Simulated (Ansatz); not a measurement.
# HfTi5N6: the cost of one run

Method: DFT PBEsol, scalar-relativistic, plane waves, PAW, in Ansatz 0.2.0.

1 further run of the same task is left out (it didn't finish). Runs told in other sessions of the task aren't counted.

## Step 1: The system as given

It takes space group P-3m1 (No. 164, trigonal). The conventional cell has a = 3.048 Å, b = 3.048 Å, c = 14.861 Å, α = 90.00°, β = 90.00°, γ = 120.00°. Hf (site symmetry -3m) is surrounded by 6 N at 2.22 Å. Around Ti (site symmetry 3m) lie 6 N at 2.13 to 2.15 Å. Around Ti (site symmetry 3m) lie 6 N at 2.13 to 2.14 Å. Ti (site symmetry -3m) has 6 N at 2.14 Å in its first shell of neighbours. N (site symmetry 3m) has 6 Ti at 2.14 Å in its first shell of neighbours. N (site symmetry 3m) has 6 Ti at 2.13 Å in its first shell of neighbours. Around N (site symmetry 3m) lie 3 Ti at 2.15 Å and 3 Hf at 2.22 Å.

Coordinates:

```cif
data_structure
_symmetry_space_group_name_H-M 'P 1'
_symmetry_Int_Tables_number 1
_cell_length_a 3.0478
_cell_length_b 3.0478
_cell_length_c 14.8608
_cell_angle_alpha 90.000
_cell_angle_beta 90.000
_cell_angle_gamma 120.000
_cell_volume 119.55
loop_
_atom_site_label
_atom_site_type_symbol
_atom_site_fract_x
_atom_site_fract_y
_atom_site_fract_z
_atom_site_occupancy
Hf1 Hf 0.00000 0.00000 0.00000 1
Ti1 Ti 0.33333 0.66667 0.17417 1
Ti2 Ti 0.66667 0.33333 0.33635 1
Ti3 Ti 0.00000 0.00000 0.50000 1
Ti4 Ti 0.33333 0.66667 0.66365 1
Ti5 Ti 0.66667 0.33333 0.82583 1
N1 N 0.33333 0.66667 0.41840 1
N2 N 0.66667 0.33333 0.58160 1
N3 N 0.00000 0.00000 0.74482 1
N4 N 0.33333 0.66667 0.90906 1
N5 N 0.66667 0.33333 0.09094 1
N6 N 0.00000 0.00000 0.25518 1
```

It is the end of an earlier relaxation with the same method, from a generated guess; it needn't be the stable form of this composition. At a tolerance of 0.05 Å it has space group P-3m1 (No. 164); it has 9.96 Å³/atom, an uncorrected energy of -1.68 eV/atom over the elements and, on its mesh, gap none (metal).

## Step 2: The same geometry with PBEsol

The input, input.yaml:

```yaml
crystal:
  lattice:
    - [3.0477536617, 0.0, 0.0]
    - [-1.5238768309, 2.6394320955, 0.0]
    - [0.0, 0.0, 14.860794452]
  atoms:
    - { symbol: Hf, position: [0.0, 0.0, 0.0] }
    - { symbol: Ti, position: [0.3333333333, 0.6666666667, 0.1741710865] }
    - { symbol: Ti, position: [0.6666666667, 0.3333333333, 0.3363523682] }
    - { symbol: Ti, position: [0.0, 0.0, 0.5] }
    - { symbol: Ti, position: [0.3333333333, 0.6666666667, 0.6636476318] }
    - { symbol: Ti, position: [0.6666666667, 0.3333333333, 0.8258289135] }
    - { symbol: "N", position: [0.3333333333, 0.6666666667, 0.4183958479] }
    - { symbol: "N", position: [0.6666666667, 0.3333333333, 0.5816041521] }
    - { symbol: "N", position: [0.0, 0.0, 0.7448233316] }
    - { symbol: "N", position: [0.3333333333, 0.6666666667, 0.9090635045] }
    - { symbol: "N", position: [0.6666666667, 0.3333333333, 0.0909364955] }
    - { symbol: "N", position: [0.0, 0.0, 0.2551766684] }
basis:
  ecutwfc: 420
kpoints:
  mp_grid: { grid: [12, 12, 4] }
  band_path:
    path:
      - [[0.0, 0.0, 0.0], [0.5, 0.0, 0.0], [0.33333333, 0.33333333, 0.0], [0.0, 0.0, 0.0], [0.0, 0.0, 0.5], [0.5, 0.0, 0.5], [0.33333333, 0.33333333, 0.5], [0.0, 0.0, 0.5]]
      - [[0.5, 0.0, 0.5], [0.5, 0.0, 0.0]]
      - [[0.33333333, 0.33333333, 0.5], [0.33333333, 0.33333333, 0.0]]
    npoints: 10
hamiltonian:
  xc: pbesol
scf:
  occupations: { method: gaussian, width: 0.1 }
  n_extra_bands: 30
output:
  forces: true
  stress: true
  eigenvalues: true
  populations: true
  dos: { projected: true, de: 0.02, nscf_kmesh: { grid: [15, 15, 5] } }
  bader: false
```

Launch:

```console
$ ansatz run input.yaml --threads 4 --pin off --max-ram 8192MiB --backend cpu --events-out ev --progress --plain --runs-dir out
```

**Question.** How long does this run take on 4 threads of Intel Xeon at 2.70GHz, shared host, and how much memory does it need?

About 37 s, with a peak of 1.2 GiB.
